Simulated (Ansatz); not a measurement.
**SnH4S3: small, medium and large basis sets**

One table from this session's results is given with a row withheld; the runs are named, their logs left out.

The runs use Ansatz 0.2.0, Gaussian basis; one geometry, several basis sets.

Plan: PBE0-D4/def2-SVP; ωB97M-V/def2-SVP; PBE0-D4/def2-QZVPP; ωB97M-V/def2-QZVPP; the functionals' def2-TZVPP values are taken from earlier runs.

**The relaxed structure**

All runs share one geometry, relaxed beforehand with PBE0-D4 in a triple-zeta def2 set. Sn takes the def2 core potential; no spin-orbit term is included.

SMILES `[SH][SnH]([SH])[SH]`, 8 atoms, charge 0, spin multiplicity 1.

Atoms are counted from 1 here; the program's logs count them from 0.

Bond lengths: S1–Sn2 2.399 Å, S1–H5 1.344 Å, Sn2–S3 2.398 Å, Sn2–S4 2.399 Å, Sn2–H6 1.702 Å, S3–H7 1.344 Å, S4–H8 1.344 Å. Angles: Sn2–S1–H5 91.4°, S1–Sn2–S3 108.3°, S1–Sn2–S4 108.5°, S1–Sn2–H6 110.7°, S3–Sn2–S4 108.8°, S3–Sn2–H6 110.4°, S4–Sn2–H6 110.1°, Sn2–S3–H7 91.4°, Sn2–S4–H8 91.5°.

Set-up of the first run:

in.yaml reads:

```yaml
crystal:
  periodic: [false, false, false]
  atoms:
    - {symbol: S, position_ang: [-0.111040, 1.526705, -1.635834]}
    - {symbol: Sn, position_ang: [-0.128784, 0.510952, 0.537664]}
    - {symbol: S, position_ang: [2.016667, -0.491708, 0.915830]}
    - {symbol: S, position_ang: [-1.800335, -1.209072, 0.559399]}
    - {symbol: H, position_ang: [-0.860165, 0.532789, -2.142696]}
    - {symbol: H, position_ang: [-0.463197, 1.668201, 1.740256]}
    - {symbol: H, position_ang: [2.312841, -0.432618, -0.393693]}
    - {symbol: H, position_ang: [-0.873686, -2.162348, 0.363075]}
basis:
  gaussian: {orbitals: def2-SVP}
hamiltonian: {xc: pbe0, dispersion: d4}
output: {orbitals: {seedname: orbitals}}
```

On the command line:

```console
ansatz run in.yaml --threads 4 --pin off --events-out ev --progress --plain --max-ram 10444MiB
```

Steps of the session up to this table: PBE0-D4 in def2-SVP; ωB97M-V in def2-SVP; PBE0-D4 in def2-QZVPP; ωB97M-V in def2-QZVPP.

One table of the session follows, with a row left open; its other results are not shown here.

It belongs to the step «Density functionals: the series». 

```
functional       basis  HOMO (eV)
   PBE0-D4    def2-SVP      -7.43
   PBE0-D4  def2-TZVPP      -7.55
   PBE0-D4  def2-QZVPP      -7.58
   ωB97M-V    def2-SVP          ?
   ωB97M-V  def2-TZVPP      -9.71
   ωB97M-V  def2-QZVPP      -9.75
```

Q: Estimate the row for ωB97M-V, def2-SVP from the others.

The run gave: HOMO (eV): -9.55. In the column «HOMO (eV)» it lies between ωB97M-V, def2-TZVPP (-9.71) and PBE0-D4, def2-QZVPP (-7.58).
